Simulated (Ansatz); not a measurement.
# One shape, several levels: doublet SnSe+

Wanted: a comparison of 5 runs (U-r2SCAN0/def2-TZVP, U-revPBE/def2-TZVP, U-wB97M-V/def2-TZVP, UCAM-B3LYP/def2-TZVP, RPA@PBE0/def2-TZVP) of doublet SnSe+. 

Program for the calculation: Ansatz 0.2.0.

26 further runs of the same task are left out: 26 set aside as unsound or not needed.

### 1 The structure to begin with

SnSe+ has 2 atoms, charge +1, and is taken as a doublet. As SMILES of the parent species, `[Se][Sn]`. Geometry: relaxed at PBE0-D4/def2-TZVP. That shape belongs to the parent species and isn't relaxed for this state.

Bond lengths: Se1–Sn2 2.325 Å.

### 2 The energy at U-r2SCAN0/def2-TZVP (core potential) (run 1)

Contents of job.yaml:

```yaml
crystal:
  periodic: [false, false, false]
  atoms:
    - {symbol: Se, position_ang: [0.000000, -0.000000, 0.006530]}
    - {symbol: Sn, position_ang: [-0.000000, 0.000000, 2.331810]}
basis:
  gaussian:
    orbitals: def2-TZVP
hamiltonian:
  xc: {name: r2SCAN0}
magnetization:
  spin_polarized: true
  initial_magnetization: 1
output: {orbitals: {seedname: orbitals}}
total_charge: 1
accuracy: high
```

On the command line:

```sh
$ ansatz run job.yaml --threads 1 --pin off --max-ram 3480MiB --events-out events.jsonl --progress --plain --runs-dir runs
```

Output:

```text
Warning: RAYON_NUM_THREADS=1 ignored (pool sized by the plan → 1); use --threads N
Functional definition: r2SCAN0
  name "r2SCAN0"
  parameter a = 0.25
  parameter k0 = 0.174
  parameter k1 = 0.065
  parameter a1 = 4.9479
  exchange = (1 - a)*r2scan_x(k0 = k0, k1 = k1, a1 = a1) + a*exact_x
  correlation = r2scan_c
1498 factors; integrals over basis functions are off by at most 4.7e-9 eV
mean field evaluation 1: about -71166.7713 eV, gradient 3.2e1 eV
mean field evaluation 2: about -71104.8149 eV, gradient 9.2e1 eV
mean field evaluation 4: about -71173.5896 eV, gradient 6.9e0 eV
mean field evaluation 8: about -71173.9549 eV, gradient 3.1e-1 eV
mean field evaluation 16: about -71173.9562 eV, gradient 1.6e-3 eV
mean field evaluation 32: about -71173.9562 eV, gradient 2.3e-7 eV
mean field evaluation 64: about -71173.9521 eV, gradient 4.8e-1 eV
mean field -71174.30842212 eV, -2615.6075908339 hartree, gradient 1.1e-8 eV, S^2 0.757334; 4 other end points of the search recorded, 0 dependent functions left out
reference -71174.30842445 eV, -2615.6075909196 hartree; 28, 27 occupied and 70, 71 virtual orbitals, 1498 factors
Total energy: -71174.30842445 eV, -2615.6075909196 hartree
```

It took 68 s on 1 thread of Arm Neoverse V2, shared host; peak memory 0.52 GiB.

### 3 The energy at U-revPBE/def2-TZVP (core potential) (run 2)

Contents of job.yaml:

```yaml
crystal:
  periodic: [false, false, false]
  atoms:
    - symbol: Se
      position_ang: [0.000000, -0.000000, 0.006530]
    - symbol: Sn
      position_ang: [-0.000000, 0.000000, 2.331810]
basis:
  gaussian: {orbitals: def2-TZVP}
magnetization: {spin_polarized: true, initial_magnetization: 1}
output: {orbitals: {seedname: orbitals}}
accuracy: high
total_charge: 1
hamiltonian: {xc: {name: revPBE}}
```

On the command line:

```sh
$ ansatz run job.yaml --threads 1 --pin off --max-ram 3480MiB --events-out events.jsonl --progress --plain --runs-dir runs
```

Output:

```text
Warning: RAYON_NUM_THREADS=1 ignored (pool sized by the plan → 1); use --threads N
Functional definition: revPBE
  name "revPBE"
  parameter kappa = 1.245
  parameter beta = 0.06672455060314922
  exchange = pbe_x(kappa = kappa, mu = beta*pi^2/3)
  correlation = pbe_c(beta = beta)
1498 factors; integrals over basis functions are off by at most 4.7e-9 eV
mean field evaluation 1: about -71160.0395 eV, gradient 3.6e1 eV
mean field evaluation 2: about -71064.3213 eV, gradient 1.1e2 eV
mean field evaluation 4: about -71168.9645 eV, gradient 8.6e0 eV
mean field evaluation 8: about -71169.5523 eV, gradient 1.6e-1 eV
mean field evaluation 16: about -71169.5524 eV, gradient 3.8e-5 eV
mean field evaluation 32: about -71169.3574 eV, gradient 4.4e-2 eV
mean field evaluation 64: about -71169.3744 eV, gradient 7.1e-1 eV
mean field -71169.55244961 eV, -2615.4328120678 hartree, gradient 7.4e-8 eV, S^2 0.754288; 6 other end points of the search recorded, 0 dependent functions left out
reference -71169.55245299 eV, -2615.4328121922 hartree; 28, 27 occupied and 70, 71 virtual orbitals, 1498 factors
Total energy: -71169.55245299 eV, -2615.4328121922 hartree
```

Wall time 23 s (1 thread of Arm Neoverse V2, shared host); peak memory 0.25 GiB.

### 4 A single-point energy at U-wB97M-V/def2-TZVP (core potential) (run 3)

Contents of job.yaml:

```yaml
crystal:
  periodic: [false, false, false]
  atoms:
    - {symbol: Se, position_ang: [0.000000, -0.000000, 0.006530]}
    - {symbol: Sn, position_ang: [-0.000000, 0.000000, 2.331810]}
basis:
  gaussian: {orbitals: def2-TZVP}
accuracy: high
hamiltonian: {xc: {name: wB97M-V}}
total_charge: 1
output: {orbitals: {seedname: orbitals}}
magnetization: {spin_polarized: true, initial_magnetization: 1}
```

On the command line:

```sh
$ ansatz run job.yaml --threads 1 --pin off --max-ram 3480MiB --events-out events.jsonl --progress --plain --runs-dir runs
```

Output:

```text
Warning: RAYON_NUM_THREADS=1 ignored (pool sized by the plan → 1); use --threads N
Functional definition: wB97M-V
  name "wB97M-V"
  parameter omega = 0.3/bohr
  parameter cx = 0.15
  parameter cx01 = 1.007
  parameter cx10 = 0.259
  parameter css00 = 0.443
  parameter css04 = -1.437
  parameter css10 = -4.535
  parameter css20 = -3.390
  parameter css43 = 4.278
  parameter cos00 = 1.000
  parameter cos10 = 1.358
  parameter cos20 = 2.924
  parameter cos21 = -8.812
  parameter cos60 = -1.390
  parameter cos61 = 9.142
  parameter b = 6.0
  parameter c = 0.01
  gx(w, u) = 1 - cx + cx01*u + cx10*w
  gss(w, u) = css00 + css04*u^4 + css10*w + css20*w^2 + css43*w^4*u^3
  gos(w, u) = cos00 + cos10*w + (cos20 + cos21*u)*w^2 + (cos60 + cos61*u)*w^6
  exchange = spin_sum(e_x_unif_sr(omega)*gx(b97_w, b97_u_x)) + cx*exact_x_sr(omega) + exact_x_lr(omega)
  correlation = spin_sum(e_c_pw_mod_same_spin*gss(b97_w, b97_u_same))
      + integral(e_c_pw_mod_opposite_spin*gos(b97_w_opposite, b97_u_opposite)) + vv10(b, c)
1498 factors; integrals over basis functions are off by at most 4.7e-9 eV
315 factors; integrals over basis functions are off by at most 1.5e-9 eV
mean field evaluation 1: about -71162.5501 eV, gradient 2.8e1 eV
mean field evaluation 2: about -71150.2625 eV, gradient 5.6e1 eV
mean field evaluation 4: about -71168.1450 eV, gradient 1.6e0 eV
mean field evaluation 8: about -71168.1967 eV, gradient 1.8e-1 eV
mean field evaluation 16: about -71168.1982 eV, gradient 2.7e-3 eV
mean field evaluation 32: about -71168.1982 eV, gradient 6.9e-7 eV
mean field evaluation 64: about -71168.1682 eV, gradient 3.4e-1 eV
mean field -71168.63525781 eV, -2615.3991058910 hartree, gradient 5.8e-8 eV, S^2 0.753663; 4 other end points of the search recorded, 0 dependent functions left out
reference -71168.63526110 eV, -2615.3991060118 hartree; 28, 27 occupied and 70, 71 virtual orbitals, 1498 factors
Total energy: -71168.63526110 eV, -2615.3991060118 hartree
```

Wall time 3.4 min (1 thread of Arm Neoverse V2, shared host); peak memory 0.91 GiB.

Run 4 isn't shown in full; the table further down has it.

### 5 The energy at RPA@PBE0/def2-TZVP (core potential) (run 5)

Contents of input.yaml:

```yaml
crystal:
  periodic: [false, false, false]
  atoms:
    - symbol: Se
      position_ang: [0.000000, -0.000000, 0.006530]
    - symbol: Sn
      position_ang: [-0.000000, 0.000000, 2.331810]
basis:
  gaussian:
    orbitals: def2-TZVP
total_charge: 1
magnetization:
  spin_polarized: true
  initial_magnetization: 1
hamiltonian:
  xc: {name: PBE0}
correlation:
  method: rpa
  frozen_orbitals: {Se: 9, Sn: 4}
accuracy: high
```

On the command line:

```sh
$ ansatz run input.yaml --threads 1 --pin off --max-ram 3480MiB --events-out events.jsonl --progress --plain --runs-dir runs
```

Output:

```text
Warning: RAYON_NUM_THREADS=1 ignored (pool sized by the plan → 1); use --threads N
Functional definition: PBE0
  name "PBE0"
[... 1 set-up line as earlier in the session ...]
  parameter kappa = 0.804
[... 1 set-up line as earlier in the session ...]
  exchange = (1 - a)*pbe_x(kappa = kappa, mu = beta*pi^2/3) + a*exact_x
[... 1 set-up line as earlier in the session ...]
1498 factors; integrals over basis functions are off by at most 4.7e-9 eV
mean field evaluation 1: about -71158.0701 eV, gradient 3.3e1 eV
mean field evaluation 2: about -71158.1187 eV, gradient 3.3e1 eV
mean field evaluation 4: about -71165.3884 eV, gradient 5.6e0 eV
mean field evaluation 8: about -71165.6146 eV, gradient 3.0e-1 eV
mean field evaluation 16: about -71165.6172 eV, gradient 1.9e-3 eV
mean field evaluation 32: about -71165.6172 eV, gradient 6.3e-8 eV
mean field evaluation 64: about -71165.5750 eV, gradient 4.3e-1 eV
mean field evaluation 96: about -71165.9424 eV, gradient 5.7e-2 eV
mean field evaluation 128: about -71160.8522 eV, gradient 5.5e-1 eV
mean field -71165.94339788 eV, -2615.3001818631 hartree, gradient 4.5e-9 eV, S^2 0.755048; 8 other end points of the search recorded, 0 dependent functions left out
13 core orbitals not correlated: weight in the atoms' cores, before any rotation towards them, 1.000 or more for the frozen orbitals, at most 0.000 for the correlated occupied ones
reference -71101.92606814 eV, -2612.9475883877 hartree; 15, 14 occupied and 70, 71 virtual orbitals, 1498 factors
Total energy: -71120.29924959 eV, -2613.6227903522 hartree
```

Run time: 50 s. Hardware: 1 thread of Arm Neoverse V2, shared host; peak memory 0.58 GiB.

### 6 All runs side by side

```csv
run,level,frozen core orbitals,energy (Eh),HOMO energy (eV),LUMO energy (eV),⟨S²⟩,wall time
1,U-r2SCAN0/def2-TZVP (core potential),–,-2615.607591,-13.56,-10.88,0.757,68 s
2,U-revPBE/def2-TZVP (core potential),–,-2615.432812,-12.30,-12.01,0.754,23 s
3,U-wB97M-V/def2-TZVP (core potential),–,-2615.399106,-15.39,-8.96,0.754,3.4 min
4,UCAM-B3LYP/def2-TZVP (core potential),–,-2615.682542,-14.60,-9.96,0.754,34 s
5,RPA@PBE0/def2-TZVP (core potential),13,-2613.622790,–,–,0.755,50 s
```

### 7 Summary of results

```
                                quantity           value
                     run 5: total energy  -2613.62279 Eh
 run 5: RPA correlation energy (valence)      -675.2 mEh
run 5: ⟨S²⟩ of the reference determinant           0.755
```

In words: Totals of different functionals can't be ranked against each other. All runs together took 6.3 min, the longest 3.4 min.
